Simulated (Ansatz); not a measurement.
# CH₅InO₂S: up Jacob's ladder to CCSD(T)

Aim: compute CH₅InO₂S with functionals from several rungs and with coupled cluster, and see how far each lands from CCSD(T) at the basis-set limit for the atomisation energy.

Method: functionals in def2-TZVPP, the program's frozen cores in correlated methods; program: Ansatz 0.2.0, Gaussian basis.

Levels to be run: PBE-D4, r2SCAN-D4, PBE0-D4, B3LYP-D4, ωB97X-V, ωB97M-V, B2PLYP; CCSD(T)/def2-TZVPP; MP2/def2-QZVPP; extrapolation to the limit.

**1. The relaxed structure**

An earlier PBE0-D4 in a triple-zeta def2 set relaxation fixed the geometry. In takes the def2 core potential; no spin-orbit term is included.

SMILES `C[O][In]([OH])[SH]`, 10 atoms, charge 0, spin multiplicity 1.

Atoms are counted from 1 here; the program's logs count them from 0.

Bond lengths: C1–O2 1.408 Å, C1–H6 1.097 Å, C1–H7 1.097 Å, C1–H8 1.095 Å, O2–In3 1.970 Å, In3–O4 1.978 Å, In3–S5 2.362 Å, O4–H9 0.960 Å, S5–H10 1.345 Å. Angles: O2–C1–H6 113.5°, O2–C1–H7 111.3°, O2–C1–H8 108.5°, H6–C1–H7 107.7°, H6–C1–H8 107.8°, H7–C1–H8 107.8°, C1–O2–In3 121.7°, O2–In3–O4 113.7°, O2–In3–S5 119.9°, O4–In3–S5 126.4°, In3–O4–H9 113.4°, In3–S5–H10 91.9°.

**2. PBE-D4 (GGA)**

Contents of in.yaml:

```yaml
crystal:
  periodic: [false, false, false]
  atoms:
    - {symbol: C, position_ang: [-1.712751, -0.414147, 0.680647]}
    - {symbol: O, position_ang: [-0.398002, -0.042493, 1.022766]}
    - {symbol: In, position_ang: [0.986763, 0.241592, -0.348665]}
    - {symbol: O, position_ang: [0.308686, 0.109796, -2.201749]}
    - {symbol: S, position_ang: [3.204887, 0.729583, 0.299487]}
    - {symbol: H, position_ang: [-2.041930, -0.017928, -0.287723]}
    - {symbol: H, position_ang: [-1.822882, -1.505407, 0.649306]}
    - {symbol: H, position_ang: [-2.393154, -0.030090, 1.448449]}
    - {symbol: H, position_ang: [0.981274, 0.274979, -2.866550]}
    - {symbol: H, position_ang: [2.887098, 0.654114, 1.604032]}
basis:
  gaussian: {orbitals: def2-TZVPP}
hamiltonian: {xc: pbe, dispersion: d4}
output: {forces: true, orbitals: {seedname: orbitals}}
```

The run is started by

```
$ ansatz run in.yaml --threads 2 --pin off --events-out ev --progress --plain --max-ram 32768MiB --backend cpu
```

Further steps of the session: r2SCAN-D4 (meta-GGA); PBE0-D4 (hybrid); B3LYP-D4 (hybrid); ωB97X-V (range-separated); ωB97M-V (range-separated); B2PLYP (double hybrid); CCSD(T) in def2-TZVPP; MP2 in def2-QZVPP.

Before running them: what should the planned runs give, taken together? Wanted: atomisation energy, CCSD(T)/CBS; farthest; mean size of error, hybrid; mean size of error, range-separated; gap, smallest and largest; T1 diagnostic; triples share of the correlation energy.

The runs gave:

```
                               quantity                                 value
        atomisation energy, CCSD(T)/CBS                         3359.6 kJ/mol
 functionals within 33.6 kJ/mol (1.0 %)           r2SCAN-D4, ωB97X-V, ωB97M-V
                               farthest                 B2PLYP (-81.6 kJ/mol)
             mean size of error, hybrid                           58.2 kJ/mol
    mean size of error, range-separated                           16.1 kJ/mol
              gap, smallest and largest  3.43 eV (PBE-D4), 10.28 eV (ωB97X-V)
                          T1 diagnostic                                0.0161
triples share of the correlation energy                                 3.7 %
```

What this shows: PBE-D4 is off by +37.9 kJ/mol. Double hybrids carry the basis error of their MP2 part in triple zeta, and no dispersion term here, so their miss is partly the set-up's. Misses under about 33.6 kJ/mol are within the doubt on the reference itself, which lacks core-valence correlation, spin-orbit coupling and higher excitations, and its outer-core shells are covered unevenly. All levels share the lack of spin-orbit coupling, which lowers the free heavy atoms and so the true binding. Hartree-Fock recovers 67 % of the binding; the rest is correlation. The gap grows from 3.4 to 10.3 eV across the functionals, mostly with the share of exact exchange. Correlated methods include outer-core shells of In, which these sets cover unevenly.
